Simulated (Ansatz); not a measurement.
From input file to script: C₂H₉FGeSi, SMILES C[SiH2][CH](F)[GeH3] in Ansatz 0.2.0.

```yaml
crystal:
  periodic: [false, false, false]
  atoms:
    - { symbol: C, position_ang: [1.447, -1.1473, 0.6567] }
    - { symbol: Si, position_ang: [0.704, -0.508, -0.9336] }
    - { symbol: C, position_ang: [-0.2333, 1.0797, -0.6261] }
    - { symbol: F, position_ang: [0.5997, 1.9995, -0.019] }
    - { symbol: Ge, position_ang: [-1.7673, 0.7356, 0.52] }
    - { symbol: H, position_ang: [2.0482, -2.0545, 0.4428] }
    - { symbol: H, position_ang: [0.6377, -1.403, 1.3704] }
    - { symbol: H, position_ang: [2.0996, -0.3674, 1.0999] }
    - { symbol: H, position_ang: [1.7856, -0.2461, -1.8942] }
    - { symbol: H, position_ang: [-0.2062, -1.5182, -1.4933] }
    - { symbol: H, position_ang: [-0.5873, 1.4868, -1.5953] }
    - { symbol: H, position_ang: [-1.2834, 0.2554, 1.9117] }
    - { symbol: H, position_ang: [-2.5844, 2.0419, 0.6866] }
    - { symbol: H, position_ang: [-2.6599, -0.3543, -0.1265] }
basis:
  gaussian: { orbitals: def2-SVPD }
hamiltonian:
  xc: pbe
output:
  forces: true
```

On the command line:
```console
$ ansatz run input.yaml --threads 1 --pin off --max-ram 4096MiB --backend cpu --events-out ev --progress --plain --runs-dir out
Engine: ansatz 0.2.0, aarch64-unknown-linux-gnu
Functional definition: PBE
  parameter kappa = 0.804
  parameter beta = 0.06672455060314922
  exchange = pbe_x(kappa = kappa, mu = beta*pi^2/3)
  correlation = pbe_c(beta = beta)
1736 factors; their error is unknown
mean field evaluation 1: about -69291.9777 eV, gradient 6.5e1 eV
mean field evaluation 2: about -69277.4910 eV, gradient 9.5e1 eV
mean field evaluation 4: about -69301.5094 eV, gradient 6.8e0 eV
mean field evaluation 8: about -69301.6037 eV, gradient 1.9e-1 eV
mean field evaluation 16: about -69301.5425 eV, gradient 2.4e-4 eV
mean field -69301.54247655 eV, -2546.7847117404 hartree, gradient 7.1e-5 eV, S^2 0.000000; 0 other end points of the search recorded, 0 dependent functions left out
the calculation of the forces begins
reference -69301.54252880 eV, -2546.7847136606 hartree; 38, 38 occupied and 159, 159 virtual orbitals, 1736 factors
Total energy: -69301.54252880 eV, -2546.7847136606 hartree
Atom 0 at     1.447000    -1.147300     0.656700 Å, force     0.028446    -0.062116     0.157866 eV/Å
Atom 1 at     0.704000    -0.508000    -0.933600 Å, force     0.611986    -0.379583     0.128961 eV/Å
Atom 2 at    -0.233300     1.079700    -0.626100 Å, force    -0.547855    -0.413396    -0.699887 eV/Å
Atom 3 at     0.599700     1.999500    -0.019000 Å, force     0.728527     0.948092     0.450779 eV/Å
Atom 4 at    -1.767300     0.735600     0.520000 Å, force    -0.844969     0.120309     0.512043 eV/Å
Atom 5 at     2.048200    -2.054500     0.442800 Å, force    -0.017693     0.064262     0.138454 eV/Å
Atom 6 at     0.637700    -1.403000     1.370400 Å, force     0.189839    -0.038896     0.074110 eV/Å
Atom 7 at     2.099600    -0.367400     1.099900 Å, force    -0.028328    -0.144023     0.071273 eV/Å
Atom 8 at     1.785600    -0.246100    -1.894200 Å, force     0.461394     0.106943    -0.497049 eV/Å
Atom 9 at    -0.206200    -1.518200    -1.493300 Å, force    -0.472916    -0.351582    -0.311120 eV/Å
Atom 10 at    -0.587300     1.486800    -1.595300 Å, force    -0.067372     0.162967    -0.036114 eV/Å
Atom 11 at    -1.283400     0.255400     1.911700 Å, force    -0.012301    -0.001122    -0.039610 eV/Å
Atom 12 at    -2.584400     2.041900     0.686600 Å, force    -0.038688    -0.017490     0.044733 eV/Å
Atom 13 at    -2.659900    -0.354300    -0.126500 Å, force     0.009930     0.005635     0.005561 eV/Å
Dipole moment:    -0.096546    -0.189312    -0.054391 e Å
```

The script, `energy_c2h9fgesi.py`:
```python
'''Single point of C2H9FGeSi.'''

import json

import ansatz as az
from ase import Atoms
import numpy as np

atoms = Atoms(['C', 'Si', 'C', 'F', 'Ge', 'H', 'H', 'H', 'H', 'H', 'H', 'H', 'H', 'H'], positions=[
    (1.447, -1.1473, 0.6567),
    (0.704, -0.508, -0.9336),
    (-0.2333, 1.0797, -0.6261),
    (0.5997, 1.9995, -0.019),
    (-1.7673, 0.7356, 0.52),
    (2.0482, -2.0545, 0.4428),
    (0.6377, -1.403, 1.3704),
    (2.0996, -0.3674, 1.0999),
    (1.7856, -0.2461, -1.8942),
    (-0.2062, -1.5182, -1.4933),
    (-0.5873, 1.4868, -1.5953),
    (-1.2834, 0.2554, 1.9117),
    (-2.5844, 2.0419, 0.6866),
    (-2.6599, -0.3543, -0.1265),
])
system = az.Crystal.molecule_from_ase(atoms)

job = (
    system.calculation()
    .basis(gaussian='def2-SVPD')
    .functional('pbe')
    .forces()
)
trace = []
result = job.session().plan().execute(on_event=trace.append)
data = result.report
for event in trace:
    if event['event'] == 'mean_field_evaluation' and event['data']['evaluation'] <= 25:
        print('pass {evaluation:3d}  E = {energy_ev:.6f} eV  gradient {gradient_ev:.1e}'.format(**event['data']))

for key in ('converged', 'free_energy_ev', 'reference_energy_ev', 'n_frozen', 'n_occupied', 'n_virtual'):
    print(f'{key:22s} {data[key]}')

symbols = [site.symbol for site in system.cartesian_sites]
print('forces (eV/A)')
for symbol, f in zip(symbols, data['forces_ev_ang']):
    print(f'  {symbol:2s} {f[0]:9.4f} {f[1]:9.4f} {f[2]:9.4f}')

charges = data['charge_distribution']
print('dipole moment', round(4.803205 * float(np.linalg.norm(charges['dipole_moment_e_ang'])), 3), 'D')
print('Mulliken:', [(s, round(q, 3)) for s, q in zip(symbols, charges['mulliken_charges_e'])])
with open('c2h9fgesi.json', 'w') as handle:
    json.dump({k: data[k] for k in ('free_energy_ev', 'reference_energy_ev', 'n_occupied', 'n_virtual')}, handle, indent=1)
```

```console
$ python energy_c2h9fgesi.py
pass   1  E = -69291.977700 eV  gradient 6.5e+01
pass   2  E = -69277.490993 eV  gradient 9.5e+01
pass   3  E = -69301.102072 eV  gradient 1.3e+01
pass   4  E = -69301.509447 eV  gradient 6.8e+00
pass   5  E = -69301.596164 eV  gradient 2.1e+00
pass   6  E = -69301.604057 eV  gradient 6.1e-01
pass   7  E = -69301.605008 eV  gradient 1.9e-01
pass   8  E = -69301.603715 eV  gradient 1.9e-01
pass   9  E = -69301.603789 eV  gradient 6.0e-02
pass  10  E = -69301.542411 eV  gradient 1.8e-01
pass  11  E = -69301.542473 eV  gradient 3.8e-02
pass  12  E = -69301.542476 eV  gradient 2.0e-02
pass  13  E = -69301.542477 eV  gradient 3.6e-03
pass  14  E = -69301.542477 eV  gradient 6.4e-04
pass  15  E = -69301.542477 eV  gradient 8.7e-04
pass  16  E = -69301.542477 eV  gradient 2.4e-04
pass  17  E = -69301.542477 eV  gradient 7.1e-05
pass  18  E = -69301.542477 eV  gradient 7.1e-05
converged              True
free_energy_ev         -69301.54252879746
reference_energy_ev    -69301.54252879746
n_frozen               0
n_occupied             [38, 38]
n_virtual              [159, 159]
forces (eV/A)
  C     0.0284   -0.0621    0.1579
  Si    0.6120   -0.3796    0.1290
  C    -0.5479   -0.4134   -0.6999
  F     0.7285    0.9481    0.4508
  Ge   -0.8450    0.1203    0.5120
  H    -0.0177    0.0643    0.1385
  H     0.1898   -0.0389    0.0741
  H    -0.0283   -0.1440    0.0713
  H     0.4614    0.1069   -0.4970
  H    -0.4729   -0.3516   -0.3111
  H    -0.0674    0.1630   -0.0361
  H    -0.0123   -0.0011   -0.0396
  H    -0.0387   -0.0175    0.0447
  H     0.0099    0.0056    0.0056
dipole moment 1.054 D
Mulliken: [('C', 0.046), ('Si', -0.358), ('C', 0.231), ('F', -0.424), ('Ge', -0.278), ('H', -0.019), ('H', -0.052), ('H', 0.044), ('H', 0.246), ('H', 0.281), ('H', -0.145), ('H', 0.13), ('H', 0.147), ('H', 0.151)]
```

Reading the output:
- Total energies depend on the basis set; only differences at equal settings carry meaning.
- The geometry is a force-field or estimated start, not a minimum of this method, and the basis set is short of its limit.
- Mulliken charges are unreliable in a basis with diffuse functions.
- Early passes use coarser integrals and grids, so their energies can't be compared with the last.
- Run time: 12 s on 1 thread of Arm Neoverse V1, on a shared host, peak memory 0.35 GiB.

(Lines on the test bed's own set-up are left out of the output.)
